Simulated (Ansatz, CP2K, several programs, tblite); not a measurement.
Energy against volume for Sn in the diamond structure, at fixed shape and fractional coordinates, computed by several methods (PBE and r2SCAN, where shown, with plane waves in Ansatz); the cell shown is that of r2SCAN. The symmetry is Fd-3m (No. 227, cubic); conventional cell a = 6.569 Å, 35.43 Å³ an atom. Sn is surrounded by 4 Sn at 2.84 Å. The values are computed, spin-unpolarised, and not measurements. Energies count from each curve's lowest point; fits are third-order Birch-Murnaghan.

```
CELL_PARAMETERS angstrom
0.00000 3.28446 3.28446
3.28446 0.00000 3.28446
3.28446 3.28446 0.00000
ATOMIC_POSITIONS crystal
Sn 0.00000 0.00000 0.00000
Sn 0.25000 0.25000 0.25000
```

Question: r2SCAN, on the shape of its own relaxed cell, gives

| V (Å³/atom) | E (meV/atom) |
| --- | --- |
| 33.306 | 19.24 |
| 34.369 | 4.50 |
| 35.432 | 0.00 |
| 36.495 | 3.96 |
| 37.558 | 14.92 |

What equilibrium volume and bulk modulus follow?

Answer: V₀ = 35.43 Å³ an atom and B₀ = 42 GPa.

Question: PBE, on the shape of its own relaxed cell, gives
```tsv
V (Å³/atom)	E (meV/atom)
34.683	16.61
35.790	3.83
36.897	0.00
38.004	3.66
39.111	13.50
```
What equilibrium volume and bulk modulus follow?

Answer: V₀ = 36.88 Å³ an atom and B₀ = 36 GPa.

GFN2-xTB (tblite), on the shape of the cell shown, as a cluster of 64 atoms at the zone centre:

| V (Å³/atom) | E (meV/atom) |
| --- | --- |
| 31.180 | 36.39 |
| 33.306 | 0.00 |
| 35.432 | 4.19 |
| 37.558 | 35.74 |
| 39.683 | 84.78 |

V₀ = 34.06 Å³ an atom and B₀ = 42 GPa.

light PBE (260 eV and a coarse mesh), on the shape of the cell shown:
```
V (Å³/atom)  E (meV/atom)
     32.597        111.16
     34.014         62.65
     35.432         23.01
     36.849          1.17
     38.266          0.00
     39.683          9.43
```
The points scatter about the fit by more than 0.3 meV an atom, since at so low a cutoff the number of plane waves jumps with the volume, so no fit is quoted.

PBE/DZVP (CP2K), on the shape of the cell shown:

| V (Å³/atom) | E (meV/atom) |
| --- | --- |
| 31.180 | 153.46 |
| 33.306 | 58.99 |
| 35.432 | 12.06 |
| 37.558 | 0.00 |
| 39.683 | 13.69 |

V₀ = 37.38 Å³ an atom and B₀ = 35 GPa.
